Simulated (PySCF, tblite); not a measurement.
# C7H8N radical: geometry, infrared bands and EPR parameters

Wanted: the infrared bands and EPR parameters of C7H8N radical (`[CH2]c1cccc(N)c1`), by calculation.

Programs: tblite 0.8.0 and PySCF 2.14.0, with density-fitted response routines of our own. Each step states its level of theory. These are calculated values for one molecule in the gas phase, unless marked as measured. Atoms count from 0, in the outputs and in this text.

## Step 1: The starting structure

16 atoms, charge 0, multiplicity 2; geometry from: force field or distance geometry start.

Bonds of the start (Å): C0–C1 1.45, C1–C2 1.39, C2–C3 1.39, C3–C4 1.40, C4–C5 1.39, C5–N6 1.39, C5–C7 1.39, C7–C1 1.41, C0–H8 1.08, C0–H9 1.09, C2–H10 1.10, C3–H11 1.07, C4–H12 1.08, N6–H13 1.01, N6–H14 1.01, C7–H15 1.09.

## Step 2: Optimising the geometry with GFN2-xTB

Job settings and geometry (Å):

```
{"job": {"kind": "relax", "xc": "GFN2-xTB", "basis": "xTB"}, "charge": 0, "multiplicity": 2}
C     -2.394200    -0.887100     0.695800
C     -1.179900    -0.208700     0.285700
C     -1.168500     1.153000     0.028000
C      0.001800     1.804900    -0.359900
C      1.187400     1.067300    -0.455200
C      1.202300    -0.304700    -0.214100
N      2.390900    -1.014000    -0.296300
C      0.027300    -0.928500     0.184700
H     -2.392800    -1.948700     0.911300
H     -3.328900    -0.325200     0.791700
H     -2.095800     1.735400     0.106300
H     -0.003100     2.861500    -0.553000
H      2.095400     1.586800    -0.738800
H      2.394800    -2.021000    -0.174000
H      3.227600    -0.565200    -0.633400
H      0.028000    -1.996800     0.409800
```

Command:

```
OMP_NUM_THREADS=1 python probes_run.py task.json out
```

The driver reads the jobs from task.json and runs them one after another.

**Question.** This job is followed by: GFN2-xTB harmonic vibrations, gas phase; UKS B3LYP, pcH-1 on C H N, non-relativistic, mean-field spin-orbit, GIAO. What will the session give for the following? strongest single infrared mode (GFN2-xTB); zero-point energy (GFN2-xTB); g(iso) (B3LYP); ⟨S²⟩; largest a(iso) (averaged by class); surface potential, 1st and 99th percentile.

As calculated:

| quantity | value |
| --- | --- |
| strongest single infrared mode (GFN2-xTB) | 579 cm⁻¹, 238 km/mol |
| zero-point energy (GFN2-xTB) | 80.0 kcal/mol |
| g(iso) (B3LYP) | 2.00259 |
| ⟨S²⟩ | 0.780 (exact 0.75) |
| largest a(iso) (averaged by class) | 13C on C0, 59.5 MHz |
| surface potential, 1st and 99th percentile | -1.16 V and 1.84 V |

The optimisation took 41 steps and gained 0.182 eV; among the close pairs (by a distance rule), C0–C1 changed most, from 1.450 to 1.380 Å. No mode is imaginary among the 42: a minimum at this level. The strongest single mode, at 579 cm⁻¹, has its largest shares on H13, C5, N6 and H14 (the list is cut at 4 atoms). GFN2-xTB is a fitted tight-binding method: band positions and strengths are rough. Its intensities can rank the bands wrongly. C0 carries the largest spin population, 0.75 e. The isotropic g lies 0.3 ppt above the free-electron value.
